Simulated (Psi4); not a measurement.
**InH2O (SMILES [OH][InH]) at USVWN5/def2-TZVP (core potential)**

Aim: the energy change on altering one bond length of InH2O at USVWN5/def2-TZVP (core potential), from 2 runs. 

The results are computed with Psi4 1.11.

8 further runs of the same task are left out: 5 that didn't finish, 3 set aside as unsound or not needed.

**1. The molecule**

InH2O has 4 atoms, charge 0, and is taken as a doublet. SMILES: `[OH][InH]`. The shape is that of a PBE0-D4/def2-TZVP optimisation.

Bond lengths: O1–In2 2.003 Å, O1–H3 0.960 Å, In2–H4 1.767 Å. Angles: O1–In2–H4 113.8°, In2–O1–H3 115.0°.

**2. Energy and forces at USVWN5/def2-TZVP (core potential)**

Contents of h2ino.xyz:

```xyz
4
H2InO
O     -0.298400    -1.020600     0.295000
In     0.563900     0.746600    -0.088500
H      0.236800    -1.629400     0.809100
H     -0.446700     1.843000    -1.036000
```

Contents of run.py:

```python
import psi4

psi4.set_memory('1600 MB')
psi4.set_num_threads(1)
psi4.set_output_file('output.dat', False)

with open('h2ino.xyz') as f:
    atoms = ''.join(f.readlines()[2:])
molecule = psi4.geometry('0 2\n' + atoms + 'symmetry c1')

psi4.set_options({
    'basis': 'def2-TZVP',
    'reference': 'uks',
    'puream': True,
    'e_convergence': 1e-09,
    'd_convergence': 1e-08,
    'scf_type': 'pk',
    'dft_radial_points': 99,
    'dft_spherical_points': 590,
    'maxiter': 200,
})

e = psi4.gradient("scf", dft_functional={"name": "SVWN5", "x_functionals": {"LDA_X": {}}, "c_functionals": {"LDA_C_VWN": {}}}, molecule=molecule)
print('gradient / Eh bohr^-1')
print(e.np.round(6))
```

On the command line:

```sh
$ python run.py
```

output.dat:

```text
[...]
    !!!  WARNING: ECP capability is in beta. Please check occupations closely.  !!!
[...]
  Running in c1 symmetry.
[...]
  Nuclear repulsion =   60.887027745392601
[...]
  Multiplicity = 2
[...]
  Nalpha       = 16
  Nbeta        = 15
[...]
    Number of basis functions: 93
[...]
   @UKS iter   1:  -265.27684830422891   -6.29395e-01   1.13697e-02 DIIS/ADIIS
[...]
   @UKS iter  13:  -265.71023831436793   -1.93268e-11   8.76258e-09 DIIS
[...]
   @S^2 Observed:                7.519707464E-01
[...]
    Orbital Energies [Eh]
    ---------------------
    Alpha Occupied:
       1A    -18.590773     2A     -4.468957     3A     -2.916523
       4A     -2.910810     5A     -2.906646     6A     -0.870412
       7A     -0.691813     8A     -0.688198     9A     -0.686232
      10A     -0.685451    11A     -0.679079    12A     -0.425349
      13A     -0.343098    14A     -0.285842    15A     -0.258916
      16A     -0.180929
    Alpha Virtual:
      17A     -0.090617    18A     -0.033601    19A      0.015495
      20A      0.055326    21A      0.066924    22A      0.067864
      23A      0.087896    24A      0.123271    25A      0.139029
[...]
  @UKS Final Energy:  -265.71023831436793
   => Energetics <=
    Nuclear Repulsion Energy =             60.8870277453926008
    One-Electron Energy =                -561.1029137819161861
    Two-Electron Energy =                 259.5917143536457274
    DFT Exchange-Correlation Energy =     -25.0860666314900804
    Empirical Dispersion Energy =           0.0000000000000000
    VV10 Nonlocal Energy =                  0.0000000000000000
    Total Energy =                       -265.7102383143679276
[...]
 Multipole Moments:
 ------------------------------------------------------------------------------------
     Multipole            Electronic (a.u.)      Nuclear  (a.u.)        Total (a.u.)
 ------------------------------------------------------------------------------------
 L = 1.  Multiply by 2.5417464519 to convert [e a0] to [Debye]
 Dipole X            :          9.5451574           -8.8908221            0.6543353
 Dipole Y            :         16.3134495          -16.1076734            0.2057761
 Dipole Z            :         -2.8123955            3.0219898            0.2095943
 Magnitude           :                                                    0.7172365
[...]
  -Total Gradient:
     Atom            X                  Y                   Z
    ------   -----------------  -----------------  -----------------
       1        0.006591741543    -0.011263085359     0.007992758441
       2        0.000475806117     0.003542176504    -0.001343355602
       3       -0.007716331721     0.008051378676    -0.007092629673
       4        0.000654955236    -0.000332787794     0.000447083861
[...]
```

On the terminal:

```text
gradient / Eh bohr^-1
[[ 0.006592 -0.011263  0.007993]
 [ 0.000476  0.003542 -0.001343]
 [-0.007716  0.008051 -0.007093]
 [ 0.000655 -0.000333  0.000447]]
```

It took 26 s on 1 thread of Intel Xeon Platinum 8259CL at 2.50GHz (Skylake/Cascade Lake), shared host; peak memory 0.5 GiB.

**3. The distorted shape: a single-point energy at USVWN5/def2-TZVP (core potential)**

Contents of job.py:

```python
import psi4

psi4.set_memory(1600000000)
psi4.set_num_threads(1)
psi4.core.set_output_file('h2ino.out', False)

m = psi4.geometry("""
0 2
O     -0.729547    -1.904194     0.486749
In     0.563900     0.746600    -0.088500
H     -0.194347    -2.512994     1.000849
H     -0.446700     1.843000    -1.036000
symmetry c1
no_reorient
no_com
""")

options = {'basis': 'def2-TZVP', 'reference': 'uks', 'puream': True, 'e_convergence': 1e-09, 'd_convergence': 1e-08, 'scf_type': 'pk', 'dft_radial_points': 99, 'dft_spherical_points': 590, 'maxiter': 200}
psi4.set_options(options)

e_tot = psi4.energy('scf', dft_functional={"name": "SVWN5", "x_functionals": {"LDA_X": {}}, "c_functionals": {"LDA_C_VWN": {}}})
print(f'total energy {e_tot:.8f} hartree = {e_tot * 27.211386:.5f} eV')
```

On the command line:

```sh
$ python job.py
```

h2ino.out:

```text
[...]
    !!!  WARNING: ECP capability is in beta. Please check occupations closely.  !!!
[...]
  Running in c1 symmetry.
[...]
  Nuclear repulsion =   44.595643224099234
[...]
  Multiplicity = 2
[...]
  Nalpha       = 16
  Nbeta        = 15
[...]
    Number of basis functions: 93
[...]
   @UKS iter   1:  -265.16017791906933   -6.51573e-01   1.13900e-02 DIIS/ADIIS
[...]
   @UKS iter  26:  -265.63375137278427   -5.68434e-13   7.71094e-09 DIIS
[...]
   @S^2 Observed:                7.567450159E-01
[...]
    Orbital Energies [Eh]
    ---------------------
    Alpha Occupied:
       1A    -18.568789     2A     -4.497665     3A     -2.943591
       4A     -2.941285     5A     -2.934223     6A     -0.821632
       7A     -0.716267     8A     -0.715661     9A     -0.712794
      10A     -0.710513    11A     -0.708189    12A     -0.386536
      13A     -0.343935    14A     -0.253218    15A     -0.213692
      16A     -0.209151
    Alpha Virtual:
      17A     -0.117063    18A     -0.097391    19A      0.007054
      20A      0.048249    21A      0.058813    22A      0.064212
      23A      0.067736    24A      0.114548    25A      0.117153
[...]
  @UKS Final Energy:  -265.63375137278427
   => Energetics <=
    Nuclear Repulsion Energy =             44.5956432240992342
    One-Electron Energy =                -528.3431660162618755
    Two-Electron Energy =                 243.0973226155045381
    DFT Exchange-Correlation Energy =     -24.9835511961261787
    Empirical Dispersion Energy =           0.0000000000000000
    VV10 Nonlocal Energy =                  0.0000000000000000
    Total Energy =                       -265.6337513727842747
[...]
 Multipole Moments:
 ------------------------------------------------------------------------------------
     Multipole            Electronic (a.u.)      Nuclear  (a.u.)        Total (a.u.)
 ------------------------------------------------------------------------------------
 L = 1.  Multiply by 2.5417464519 to convert [e a0] to [Debye]
 Dipole X            :         -9.0301733           10.1373923            1.1072191
 Dipole Y            :          1.5288368           -0.4250863            1.1037504
 Dipole Z            :         -3.7586203            3.7800966            0.0214764
 Magnitude           :                                                    1.5635410
[...]
```

On the terminal:

```text
total energy -265.63375137 hartree = -7228.26254 eV
```

Run time: 23 s. Hardware: 1 thread of Intel Xeon Platinum 8259CL at 2.50GHz (Skylake/Cascade Lake), shared host; peak memory 0.48 GiB.

**4. Results**

Level: USVWN5/def2-TZVP (core potential).

| quantity | value |
| --- | --- |
| first shape: total energy | -265.71024 Eh |
| first shape: dipole moment | 1.82 D |
| first shape: HOMO energy (highest over α and β) | -4.92 eV |
| first shape: LUMO energy (lowest over α and β) | -4.11 eV |
| first shape: ⟨S²⟩ | 0.752 |
| first shape: largest force on an atom | 0.787 eV/Å |
| distorted shape: total energy | -265.63375 Eh |
| distorted shape: dipole moment | 3.97 D |
| distorted shape: HOMO energy (highest over α and β) | -5.29 eV |
| distorted shape: LUMO energy (lowest over α and β) | -5.01 eV |
| distorted shape: ⟨S²⟩ | 0.757 |
| energy change with the O1–In2 bond stretched from 2.003 to 3.005 Å | 2.081 eV |

What this shows: With the O1–In2 bond stretched from 2.003 to 3.005 Å the energy rises by 2.08 eV (48 kcal/mol). The first shape isn't relaxed at this level, so the change isn't measured from a minimum. The largest force (first shape) is 0.79 eV/Å: the shape isn't a stationary point for this species at this level.
